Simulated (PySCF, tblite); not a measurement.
**C8H19B: geometry, infrared bands and NMR shifts**

Aim: predict the infrared bands and NMR shifts of C8H19B (`BC[C@@H](C)[C@H](C)C(C)C`).

Programs: tblite 0.8.0 and PySCF 2.14.0, with density-fitted response routines of our own. Each step states its level of theory. These are calculated values for one molecule in the gas phase, unless marked as measured. Atoms count from 0, in the outputs and in this text.

## (1) The starting structure

28 atoms, charge 0, multiplicity 1; geometry from: force field or distance geometry start.

Bonds of the start (Å): B0–C1 1.57, C1–C2 1.50, C2–C3 1.53, C2–C4 1.50, C4–C5 1.52, C4–C6 1.49, C6–C7 1.54, C6–C8 1.48, B0–H9 1.17, B0–H10 1.18, C1–H11 1.14, C1–H12 1.12, C2–H13 1.10, C3–H14 1.13, C3–H15 1.10, C3–H16 1.10, C4–H17 1.13, C5–H18 1.12, C5–H19 1.10, C5–H20 1.11, C6–H21 1.12, C7–H22 1.11, C7–H23 1.08, C7–H24 1.11, C8–H25 1.11, C8–H26 1.10, C8–H27 1.14.

## (2) Relaxing the molecule with GFN2-xTB

Job settings and geometry (Å):

```
{"job": {"kind": "relax", "xc": "GFN2-xTB", "basis": "xTB"}, "charge": 0, "multiplicity": 1}
B      2.018500     1.380200    -1.115900
C      2.137200     0.020600    -0.347700
C      0.967500    -0.908300    -0.489400
C      1.342800    -2.140800     0.329300
C     -0.291900    -0.401400     0.137700
C     -1.478100    -1.329500    -0.033600
C     -0.703100     1.001100    -0.162700
C     -2.011400     1.184400     0.632400
C     -0.979300     1.346400    -1.573300
H      2.212600     1.405200    -2.266100
H      2.186300     2.390500    -0.521200
H      2.325400     0.256800     0.749100
H      3.078800    -0.496600    -0.667500
H      0.871900    -1.204800    -1.548300
H      1.499200    -1.746000     1.371400
H      2.261300    -2.600800    -0.051600
H      0.479700    -2.821000     0.349900
H     -0.079400    -0.412600     1.244100
H     -2.316000    -0.806000    -0.552200
H     -1.244400    -2.259200    -0.568200
H     -1.860000    -1.586500     0.979600
H     -0.018700     1.750400     0.309300
H     -2.107000     0.395000     1.402600
H     -1.988700     2.158300     1.090300
H     -2.869300     1.095800    -0.073000
H     -0.726800     2.392800    -1.828400
H     -0.619200     0.638300    -2.336600
H     -2.109200     1.325200    -1.688100
```

The run is started by

```console
> OMP_NUM_THREADS=1 python probes_run.py task.json out
```

One launch serves the whole session: the jobs run in the order shown.

**Question.** This job is followed by: GFN2-xTB harmonic vibrations, gas phase; GIAO PBE0/pcSseg-1 NMR shielding, non-relativistic, gas phase. Predict these results of the whole session: strongest single infrared mode (GFN2-xTB); zero-point energy (GFN2-xTB); ¹³C shifts against TMS (PBE0/pcSseg-1); ¹H shifts against TMS (PBE0/pcSseg-1, means over atoms taken as alike); ¹¹B shifts against BF3·OEt2 (PBE0/pcSseg-1); surface potential, 1st and 99th percentile.

The runs gave:

```
                                                              quantity                                                            value
                             strongest single infrared mode (GFN2-xTB)                                            2707 cm⁻¹, 306 km/mol
                                          zero-point energy (GFN2-xTB)                                                   159.2 kcal/mol
                                ¹³C shifts against TMS (PBE0/pcSseg-1)               59.5, 49.5, 48.8, 36.8, 25.5, 25.3, 19.9, 14.1 ppm
¹H shifts against TMS (PBE0/pcSseg-1, means over atoms taken as alike)  6.28, 1.93, 1.20, 1.15, 1.13, 0.98, 0.92, 0.80, 0.46, -4.44 ppm
                           ¹¹B shifts against BF3·OEt2 (PBE0/pcSseg-1)                                                         57.3 ppm
                                 surface potential, 1st and 99th percentile                                               -0.59 V and 0.72 V
```

Over 137 steps the energy fell by 1.506 eV; of the close pairs, C8–H27 changed most, 1.136 to 1.087 Å. No mode is imaginary among the 78: a minimum at this level. The strongest single mode, at 2707 cm⁻¹, moves mainly H21. GFN2-xTB is a fitted tight-binding method: band positions and strengths are rough. Its intensities can rank the bands wrongly. At PBE0/pcSseg-1: The widest tensor belongs to B0: span 155 ppm, with a paramagnetic part of -148 ppm. By nearest atom (PBE0/pcSseg-1), the HOMO sits on C1 22 %; B0 15 % and the LUMO on B0 34 %; H10, H21 about 13 % each.
